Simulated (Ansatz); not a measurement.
# C6H10BClO2: one species, many methods

How much do the methods differ for C6H10BClO2? The plan is to run it at one geometry with functionals of several rungs and with coupled cluster, and see how far each lands from CCSD(T) at the basis-set limit for the atomisation energy.

Program: Ansatz 0.2.0, Gaussian basis. Level of theory: functionals in def2-TZVPP, the program's frozen cores in correlated methods. These are calculated values, not measurements.

Levels to be run: LDA (SPW92), PBE-D4, revPBE-D4, BLYP-D4, r2SCAN-D4, B97M-V, PBE0-D4, B3LYP-D4, r2SCANh-D4, r2SCAN0-D4, HSE06-D4, BHLYP-D4, CAM-B3LYP-D4, LC-ωPBE, ωB97X-V, ωB97M-V, B2PLYP, PBE-QIDH; CCSD(T)/def2-SVP; CCSD(T)/def2-TZVPP; MP2/def2-QZVPP; extrapolation to the limit; RPA on PBE.

**1. Structure used throughout**

All runs share one geometry, relaxed beforehand with PBE0-D4 in a triple-zeta def2 set.

SMILES `CC1=CC(C)=[O+][B-](C)(Cl)O1`, 20 atoms, charge 0, spin multiplicity 1.

Atoms are counted from 1 here; the program's logs count them from 0.

Bond lengths: C1–C2 1.484 Å, C1–H11 1.094 Å, C1–H12 1.088 Å, C1–H13 1.092 Å, C2–C3 1.388 Å, C2–O10 1.280 Å, C3–C4 1.388 Å, C3–H14 1.079 Å, C4–C5 1.484 Å, C4–O6 1.280 Å, C5–H15 1.088 Å, C5–H16 1.094 Å, C5–H17 1.092 Å, O6–B7 1.509 Å, B7–C8 1.577 Å, B7–Cl9 1.871 Å, B7–O10 1.509 Å, C8–H18 1.092 Å and more. Angles: C2–C1–H11 108.4°, C2–C1–H12 112.1°, C2–C1–H13 109.6°, H11–C1–H12 109.4°, H11–C1–H13 107.1°, H12–C1–H13 110.1°, C1–C2–C3 122.7°, C1–C2–O10 115.5°, C3–C2–O10 121.8°, C2–C3–C4 118.3°, C2–C3–H14 120.6°, C4–C3–H14 120.6°, C3–C4–C5 122.7°, C3–C4–O6 121.8°, C5–C4–O6 115.5°, C4–C5–H15 112.1°, C4–C5–H16 108.4°, C4–C5–H17 109.5° and more.

**2. LDA**

This LDA is Slater exchange with PW92 correlation.

Input file in.yaml:

```yaml
crystal:
  periodic: [false, false, false]
  atoms:
    - {symbol: C, position_ang: [1.378663, -2.149536, -1.236901]}
    - {symbol: C, position_ang: [0.651796, -0.998515, -0.647119]}
    - {symbol: C, position_ang: [-0.664400, -0.697406, -0.969336]}
    - {symbol: C, position_ang: [-1.317684, 0.275186, -0.224924]}
    - {symbol: C, position_ang: [-2.773100, 0.535713, -0.347131]}
    - {symbol: O, position_ang: [-0.701412, 0.989982, 0.640114]}
    - {symbol: B, position_ang: [0.806750, 1.033466, 0.671421]}
    - {symbol: C, position_ang: [1.337440, 1.375328, 2.116363]}
    - {symbol: Cl, position_ang: [1.322167, 2.264444, -0.639508]}
    - {symbol: O, position_ang: [1.310872, -0.311664, 0.208966]}
    - {symbol: H, position_ang: [2.194994, -1.763660, -1.854310]}
    - {symbol: H, position_ang: [0.729340, -2.775379, -1.845744]}
    - {symbol: H, position_ang: [1.831901, -2.742537, -0.440051]}
    - {symbol: H, position_ang: [-1.204813, -1.295258, -1.686648]}
    - {symbol: H, position_ang: [-3.266545, -0.190630, -0.989717]}
    - {symbol: H, position_ang: [-2.911628, 1.539335, -0.759450]}
    - {symbol: H, position_ang: [-3.229664, 0.530589, 0.644610]}
    - {symbol: H, position_ang: [2.429048, 1.409093, 2.132181]}
    - {symbol: H, position_ang: [1.012044, 0.629542, 2.849149]}
    - {symbol: H, position_ang: [0.972533, 2.351207, 2.444234]}
basis:
  gaussian: {orbitals: def2-TZVPP}
hamiltonian: {xc: lda}
output: {orbitals: {seedname: orbitals}}
```

Run with:

```bash
$ ansatz run in.yaml --threads 4 --pin off --events-out ev --progress --plain --max-ram 46080MiB --backend cuda --devices 0, --max-vram 37GiB
```

The runs that follow: PBE-D4 (GGA); revPBE-D4 (GGA); BLYP-D4 (GGA); r2SCAN-D4 (meta-GGA); B97M-V (meta-GGA); B3LYP-D4 (hybrid); r2SCANh-D4 (hybrid); r2SCAN0-D4 (hybrid); HSE06-D4 (hybrid); BHLYP-D4 (hybrid); CAM-B3LYP-D4 (range-separated); LC-ωPBE (range-separated); ωB97X-V (range-separated); ωB97M-V (range-separated); B2PLYP (double hybrid); PBE-QIDH (double hybrid); CCSD(T) in def2-SVP; CCSD(T) in def2-TZVPP; MP2 in def2-QZVPP; RPA on PBE orbitals.

Q: Predict the results of all the runs planned. Wanted: atomisation energy, CCSD(T)/CBS; farthest beyond LDA; mean size of error, GGA; mean size of error, meta-GGA; mean size of error, hybrid; mean size of error, range-separated; mean size of error, double hybrid; gap, smallest and largest; T1 diagnostic.

As calculated:

| quantity | value |
| --- | --- |
| atomisation energy, CCSD(T)/CBS | 8667.6 kJ/mol |
| functionals within 43.3 kJ/mol (0.5 %) | BLYP-D4, B3LYP-D4, r2SCAN0-D4, LC-ωPBE, ωB97X-V, PBE-QIDH |
| farthest beyond LDA | PBE-D4 (+296.1 kJ/mol) |
| mean size of error, GGA | 131.5 kJ/mol |
| mean size of error, meta-GGA | 90.1 kJ/mol |
| mean size of error, hybrid | 100.8 kJ/mol |
| mean size of error, range-separated | 52.8 kJ/mol |
| mean size of error, double hybrid | 46.2 kJ/mol |
| gap, smallest and largest | 2.98 eV (LDA (SPW92)), 9.97 eV (LC-ωPBE) |
| T1 diagnostic | 0.0156 |
| triples share of the correlation energy | 4.3 % |

What this shows: The LDA atomisation energy is off by 1393.2 kJ/mol (16 %): it overbinds. PBE-D4 is off by +296.1 kJ/mol. Double hybrids carry the basis error of their MP2 part in triple zeta, and no dispersion term here, so their miss is partly the set-up's. Taken by rung, double hybrid functionals do best (46.2 kJ/mol on average) and GGA ones worst beyond LDA (131.5 kJ/mol). hybrid functionals lie within the reference's doubt of that worst mean (100.8 kJ/mol), so those two tie. The gap between the best rungs is small, so their order is not settled. Misses under about 43.3 kJ/mol are within the doubt on the reference itself, which lacks core-valence correlation, relativity and higher excitations. Hartree-Fock recovers 74 % of the binding; the rest is correlation. CCSD(T) in def2-SVP is off by -324.5 kJ/mol, worse than the median functional, from the basis alone. The gap grows from 3.0 to 10.0 eV across the functionals, mostly with the share of exact exchange.
